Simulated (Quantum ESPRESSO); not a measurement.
# PtS2 in Quantum ESPRESSO: the effect of Hubbard term

PtS2:

```
Pt S
1.0
     3.54320    0.00000    0.00000
    -1.77160    3.06850    0.00000
     0.00000    0.00000    5.03880
Pt S
1 2
Direct
  0.00000 0.00000 0.00000
  0.33333 0.66667 0.25000
  0.66667 0.33333 0.75000
```

Alike in all runs:

* Program: Quantum ESPRESSO 7.5
* Task: Hubbard U by linear response
* Functional: PBE
* Potentials or basis: PseudoDojo 0.4.1 SR PBE standard
* Cutoff: 1143 eV
* Density cutoff: 4572 eV
* k mesh: 4 × 4 × 2
* Occupations: fermi-dirac, width 0.05 eV
* Spin: no spin polarisation
* Start of the occupations: default
* Hubbard projectors: ortho-atomic
* Mixing beta: 0.3
* Most SCF iterations: 120
* SCF threshold: 6e-10 Ry
* q mesh: 2 × 2 × 2

**Question.** One run gave: gap on the mesh 0.33 eV; pressure 3.1 GPa; largest force 0.04 eV/Å. Which Hubbard term did it use?
A. Pt d U = 4.0 eV
B. Pt d U = 0.0001 eV
C. Pt d U = 8.0 eV
D. Pt d U = 6.0 eV
E. Pt d U = 2.0 eV

**Answer.** C.

```csv
Hubbard term,gap on the mesh (eV),pressure (GPa),largest force (eV/Å)
Pt d U = 0.0001 eV,0.61,2.0,0.30
Pt d U = 2.0 eV,0.54,2.2,0.24
Pt d U = 4.0 eV,0.48,2.4,0.18
Pt d U = 6.0 eV,0.41,2.7,0.11
Pt d U = 8.0 eV,0.33,3.1,0.04
```

Caveats: all runs use coarse meshes; spin-orbit coupling is left out, which moves the levels of the heavy elements; the cell's inner coordinates are idealised or old, which leaves forces on the atoms.

A k mesh can miss the band edges.

Not every run made on this cell is shown here.
